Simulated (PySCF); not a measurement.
# CH3Br3Ti ([Ti(CH3)Br3]): the cost of one run

Programs: PySCF 2.14.0, with density-fitted response routines of our own. Each step states its level of theory. These are calculated values for one molecule in the gas phase, unless marked as measured. Atoms count from 0, in the outputs and in this text.

### Step 1. The molecule as given

8 atoms, charge 0, multiplicity 1; geometry from: GFN2-xTB. The atoms were then displaced at random by about 0.03 Å, so the start is not that level's minimum.

Bonds of the start (Å): C0–Ti1 1.98, Ti1–Br2 2.35, Ti1–Br3 2.40, Ti1–Br4 2.34, C0–H5 1.03, C0–H6 1.16, C0–H7 1.14.

### Step 2. Relaxing the molecule at PBE0-D3(BJ)/def2-SVP

The job: settings as JSON, then the geometry in Å.

```
{"job": {"xc": "PBE0", "basis": "def2-SVP", "d3": "d3bj", "grid": 1, "shake": 0.03, "kind": "geom"}, "charge": 0, "multiplicity": 1}
C     -1.083310    -0.266860     0.048440
Ti     0.855080     0.130750    -0.052920
Br     1.784400    -1.260130    -1.709010
Br     1.359390     2.417450    -0.599440
Br     1.793660    -0.358000     2.039150
H     -1.389070    -1.173370     0.438120
H     -1.606160     0.552150     0.683150
H     -1.557650    -0.108830    -0.980330
```

On the command line:

```
$ OMP_NUM_THREADS=1 python probes_run.py task.json out
```

This one command runs all jobs of the session in turn.

**Question.** How long does this first job take on 1 thread of Intel Xeon Platinum 8488C, shared host, and how much memory does it need?

About 2.8 min, with a peak of 0.84 GiB.
